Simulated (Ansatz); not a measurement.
Crystal: TiTe.

```
CELL_PARAMETERS angstrom
3.63109 0.00000 0.00000
0.00000 3.63109 0.00000
0.00000 0.00000 3.63109
ATOMIC_POSITIONS crystal
Ti 0.00000 0.00000 0.00000
Te 0.50000 0.50000 0.50000
```

The cell comes from a database or a generator and needn't be the stable form of this composition.

```yaml
Program: Ansatz 0.2.0
Task: relaxation of cell and atoms
Functional: HSE03
Potentials_or_basis: Ansatz PAW
Cutoff: "420 eV (not typed: the program's choice for these potentials)"
k_mesh: 4 × 4 × 4
Occupations: fermi-dirac, width 0.05 eV
Spin: no spin polarisation
```

At the start: volume 23.94 Å³/atom.

Problem. How do energy, volume and symmetry change on relaxing?

Solution. It ends after 6 steps and the volume is 19.63 Å³/atom (-18.0 %); space group Pm-3m (No. 221, to 0.05 Å).

Step by step:
```csv
step,energy change (eV),largest force (eV/Å),volume (Å³)
1,0.0000,0.0000,47.88
2,-0.3978,0.0000,41.21
3,-0.4205,0.0000,38.36
4,-0.4272,0.0000,39.34
5,-0.4273,0.0000,39.26
6,-0.4252,0.0000,39.26
```

Final structure:
```
Ti Te
1.0
     3.39872    0.00000    0.00000
     0.00000    3.39872    0.00000
     0.00000    0.00000    3.39872
Ti Te
1 1
Direct
  0.00000 0.00000 0.00000
  0.50000 0.50000 0.50000
```

Caveat: the k mesh is coarse (spacing up to 0.43 Å⁻¹), so the values aren't converged, least of all with exact exchange; the volume moved by over 15 % at a fixed basis, so the end points are rough; the plane-wave basis is chosen anew once the cell has moved, so the energies of steps on either side of that aren't comparable; the PAW data sets come from PBE, with cores solved anew for the run's functional, which leaves a small shift of forces and pressure.
